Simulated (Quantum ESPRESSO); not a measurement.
A run of Quantum ESPRESSO 7.5:

The input pw.in:

```
&CONTROL
  calculation = 'scf'
  prefix = 'pwscf'
  outdir = './tmp'
  pseudo_dir = './pseudo'
  tprnfor = .true.
  tstress = .true.
  disk_io = 'low'
/
&SYSTEM
  ibrav = 0
  nat = 4
  ntyp = 2
  ecutwfc = 45
  ecutrho = 360
  nbnd = 14
  occupations = 'smearing'
  smearing = 'fd'
  degauss = 0.00367493
/
&ELECTRONS
  conv_thr = 8d-10
  electron_maxstep = 120
  mixing_beta = 0.5
/
ATOMIC_SPECIES
Al    26.9815 al_lda_v1.uspp.F.UPF
Cl    35.4500 cl_lda_v1.4.uspp.F.UPF
CELL_PARAMETERS angstrom
   4.0040795400    0.0000000000    0.0000000000
   0.0000000000    4.0040795400    0.0000000000
   0.0000000000    0.0000000000    4.0040795400
ATOMIC_POSITIONS crystal
Al     0.0000000000    0.5000000000    0.5000000000
Al     0.5000000000    0.0000000000    0.5000000000
Al     0.5000000000    0.5000000000    0.0000000000
Cl     0.0000000000    0.0000000000    0.0000000000
K_POINTS automatic
6 6 6 1 1 1
```

Contents of gamma.in:

```
&CONTROL
  calculation = 'bands'
  prefix = 'pwscf'
  outdir = './tmp'
  pseudo_dir = './pseudo'
  disk_io = 'low'
  verbosity = 'high'
/
&SYSTEM
  ibrav = 0
  nat = 4
  ntyp = 2
  ecutwfc = 45
  ecutrho = 360
  nbnd = 14
  occupations = 'smearing'
  smearing = 'fd'
  degauss = 0.00367493
/
&ELECTRONS
  conv_thr = 1d-08
  electron_maxstep = 120
  mixing_beta = 0.5
  diago_full_acc = .true.
  startingwfc = 'random'
/
ATOMIC_SPECIES
Al    26.9815 al_lda_v1.uspp.F.UPF
Cl    35.4500 cl_lda_v1.4.uspp.F.UPF
CELL_PARAMETERS angstrom
   4.0040795400    0.0000000000    0.0000000000
   0.0000000000    4.0040795400    0.0000000000
   0.0000000000    0.0000000000    4.0040795400
ATOMIC_POSITIONS crystal
Al     0.0000000000    0.5000000000    0.5000000000
Al     0.5000000000    0.0000000000    0.5000000000
Al     0.5000000000    0.5000000000    0.0000000000
Cl     0.0000000000    0.0000000000    0.0000000000
K_POINTS crystal
1
0.0 0.0 0.0 1
```

File scf2.in:

```
&CONTROL
  calculation = 'scf'
  prefix = 'pwscf'
  outdir = './tmp'
  pseudo_dir = './pseudo'
  tprnfor = .true.
  tstress = .true.
  disk_io = 'low'
/
&SYSTEM
  ibrav = 0
  nat = 4
  ntyp = 2
  ecutwfc = 45
  ecutrho = 360
  nbnd = 14
  occupations = 'smearing'
  smearing = 'fd'
  degauss = 0.00367493
/
&ELECTRONS
  conv_thr = 1d-13
  electron_maxstep = 120
  mixing_beta = 0.5
  startingpot = 'file'
/
ATOMIC_SPECIES
Al    26.9815 al_lda_v1.uspp.F.UPF
Cl    35.4500 cl_lda_v1.4.uspp.F.UPF
CELL_PARAMETERS angstrom
   4.0040795400    0.0000000000    0.0000000000
   0.0000000000    4.0040795400    0.0000000000
   0.0000000000    0.0000000000    4.0040795400
ATOMIC_POSITIONS crystal
Al     0.0000000000    0.5000000000    0.5000000000
Al     0.5000000000    0.0000000000    0.5000000000
Al     0.5000000000    0.5000000000    0.0000000000
Cl     0.0000000000    0.0000000000    0.0000000000
K_POINTS automatic
6 6 6 1 1 1
```

The input ph.in:

```
phonons of Al3Cl
&INPUTPH
  prefix = 'pwscf'
  outdir = './tmp'
  tr2_ph = 1d-18
  fildyn = 'dyn'
  niter_ph = 90
  alpha_mix(1) = 0.4
/
0.0000000000 0.0000000000 0.0000000000
```

The input dynmat.in:

```
&INPUT
  fildyn = 'dyn'
  asr = 'crystal'
  filout = 'dynmat.disp'
  fileig = 'dynmat.eig'
/
```

Contents of relax_v0.99.in:

```
&CONTROL
  calculation = 'relax'
  prefix = 'pwscf'
  outdir = './tmp'
  pseudo_dir = './pseudo'
  tprnfor = .true.
  tstress = .true.
  disk_io = 'low'
  nstep = 30
  forc_conv_thr = 0.0001
  etot_conv_thr = 1d-06
/
&SYSTEM
  ibrav = 0
  nat = 4
  ntyp = 2
  ecutwfc = 45
  ecutrho = 360
  nbnd = 14
  occupations = 'smearing'
  smearing = 'fd'
  degauss = 0.00367493
/
&ELECTRONS
  conv_thr = 1d-13
  electron_maxstep = 120
  mixing_beta = 0.5
/
&IONS
  ion_dynamics = 'bfgs'
/
ATOMIC_SPECIES
Al    26.9815 al_lda_v1.uspp.F.UPF
Cl    35.4500 cl_lda_v1.4.uspp.F.UPF
CELL_PARAMETERS angstrom
   3.9906878696    0.0000000000    0.0000000000
   0.0000000000    3.9906878696    0.0000000000
   0.0000000000    0.0000000000    3.9906878696
ATOMIC_POSITIONS crystal
Al     0.0000000000    0.5000000000    0.5000000000
Al     0.5000000000    0.0000000000    0.5000000000
Al     0.5000000000    0.5000000000    0.0000000000
Cl     0.0000000000    0.0000000000    0.0000000000
K_POINTS automatic
6 6 6 1 1 1
```

ph_v0.99.in

```
phonons at 0.99 of the volume
&INPUTPH
  prefix = 'pwscf'
  outdir = './tmp'
  tr2_ph = 1d-18
  fildyn = 'dyn_v0.99'
  niter_ph = 90
  alpha_mix(1) = 0.4
/
0.0000000000 0.0000000000 0.0000000000
```

The input relax_v1.01.in:

```
&CONTROL
  calculation = 'relax'
  prefix = 'pwscf'
  outdir = './tmp'
  pseudo_dir = './pseudo'
  tprnfor = .true.
  tstress = .true.
  disk_io = 'low'
  nstep = 30
  forc_conv_thr = 0.0001
  etot_conv_thr = 1d-06
/
&SYSTEM
  ibrav = 0
  nat = 4
  ntyp = 2
  ecutwfc = 45
  ecutrho = 360
  nbnd = 14
  occupations = 'smearing'
  smearing = 'fd'
  degauss = 0.00367493
/
&ELECTRONS
  conv_thr = 1d-13
  electron_maxstep = 120
  mixing_beta = 0.5
/
&IONS
  ion_dynamics = 'bfgs'
/
ATOMIC_SPECIES
Al    26.9815 al_lda_v1.uspp.F.UPF
Cl    35.4500 cl_lda_v1.4.uspp.F.UPF
CELL_PARAMETERS angstrom
   4.0173822276    0.0000000000    0.0000000000
   0.0000000000    4.0173822276    0.0000000000
   0.0000000000    0.0000000000    4.0173822276
ATOMIC_POSITIONS crystal
Al     0.0000000000    0.5000000000    0.5000000000
Al     0.5000000000    0.0000000000    0.5000000000
Al     0.5000000000    0.5000000000    0.0000000000
Cl     0.0000000000    0.0000000000    0.0000000000
K_POINTS automatic
6 6 6 1 1 1
```

ph_v1.01.in

```
phonons at 1.01 of the volume
&INPUTPH
  prefix = 'pwscf'
  outdir = './tmp'
  tr2_ph = 1d-18
  fildyn = 'dyn_v1.01'
  niter_ph = 90
  alpha_mix(1) = 0.4
/
0.0000000000 0.0000000000 0.0000000000
```

Potentials or basis: GBRV 1.5 LDA.

Command:

```bash
$ OMP_NUM_THREADS=1 pw.x -in pw.in > pw.out
$ OMP_NUM_THREADS=1 pw.x -in gamma.in > gamma.out
$ OMP_NUM_THREADS=1 pw.x -in scf2.in > scf2.out
$ OMP_NUM_THREADS=1 ph.x -in ph.in > ph.out
$ OMP_NUM_THREADS=1 dynmat.x -in dynmat.in > dynmat.out
$ OMP_NUM_THREADS=1 pw.x -in relax_v0.99.in > relax_v0.99.out
$ OMP_NUM_THREADS=1 ph.x -in ph_v0.99.in > ph_v0.99.out
$ OMP_NUM_THREADS=1 pw.x -in relax_v1.01.in > relax_v1.01.out
$ OMP_NUM_THREADS=1 ph.x -in ph_v1.01.in > ph_v1.01.out
```

Hardware: 1 thread of Intel(R) Xeon(R) Processor @ 2.50GHz (Skylake/Cascade Lake), on a shared host.

Q: How long does it take, and how much memory?

A: Wall time 21 min on 1 thread of Intel(R) Xeon(R) Processor @ 2.50GHz (Skylake/Cascade Lake) (shared host), peak memory 0.21 GiB. Counts: scf iterations 35, k pools 1, bands 14, k points 10, g dense 50061.
